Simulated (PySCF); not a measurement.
# SbAs at other levels of theory

Aim: see what other levels and later steps give for SbAs.

The runs use PySCF 2.14.0; each script names its method and basis.

4 further runs of the same task are left out: 2 for a known fault of the program, 2 that didn't finish.

**1. Where the work starts**

SbAs: 2 atoms, charge 0, spin multiplicity 1.

Bond lengths: Sb1–As2 2.667 Å.

**2. The run that the others are compared with**

Input file input.py:

```python
from pyscf import gto, scf

mol = gto.M(
    atom='Sb 0 0 0; As 0 0 2.667',
    basis='def2-svp',
    ecp={'Sb': 'def2-svp'},
    charge=0,
    spin=0,
    symmetry=True,
    verbose=4,
)
mf = scf.RHF(mol)
mf.kernel()
mf.dip_moment()
print('orbital energies (hartree):', mf.mo_energy[..., max(0, mol.nelec[1]-3):mol.nelec[0]+3].round(4))
```

On the command line:

```console
$ OMP_NUM_THREADS=1 python input.py
```

Its log is not repeated here.

It gives: E(SCF) = -2473.127050 Eh, 13 cycles, μ = 1.08 D.

The bond length is a typed value, not an optimised one.

**3. UHF**

Run 1 changes SCF type: RHF → UHF.

Input file input.py:

```python
from pyscf import gto, scf

mol = gto.M(
    atom='Sb 0 0 0; As 0 0 2.667',
    basis='def2-svp',
    ecp={'Sb': 'def2-svp'},
    charge=0,
    spin=0,
    symmetry=True,
    verbose=4,
)
mf = scf.UHF(mol)
mf.kernel()
mf.dip_moment()
print('orbital energies (hartree):', [e[max(0, n-3):n+3].round(4) for e, n in zip(mf.mo_energy, mol.nelec)])
```

On the command line:

```console
$ OMP_NUM_THREADS=1 python input.py
```

**4. Population analysis**

Run 2 changes step after the SCF: none → analyze.

Edit input.py of step 2 so:

```diff
@@ -13,2 +13,3 @@
 mf.kernel()
+mf.mulliken_pop()
 mf.dip_moment()
```

**5. MP2**

Run 3 changes step after the SCF: none → mp2; frozen orbitals: none → 13.

Edit input.py of step 2 so:

```diff
@@ -1,2 +1,2 @@
-from pyscf import gto, scf
+from pyscf import gto, scf, mp
 
@@ -13,2 +13,3 @@
 mf.kernel()
+mp.MP2(mf, frozen=13).kernel()
 mf.dip_moment()
```

Before running it: what results should come out? Wanted: for each run, E(SCF); from base; gap; SCF dipole; after the SCF.

**Answer**, as computed:

```csv
run,E(SCF) (hartree),from base (eV),cycles,gap (eV),SCF dipole (D),after the SCF
base,-2473.127050,0,13,6.92,1.08,n/a
UHF,-2473.127050,0.0000,14,6.92,1.08,n/a
population analysis,-2473.127050,0.0000,13,6.92,1.08,n/a
MP2,-2473.127050,0.0000,13,6.92,1.08,"MP2 correlation -10.595 eV, core frozen"
```

The SCF energy stays the same, to the digits that matter, with UHF.
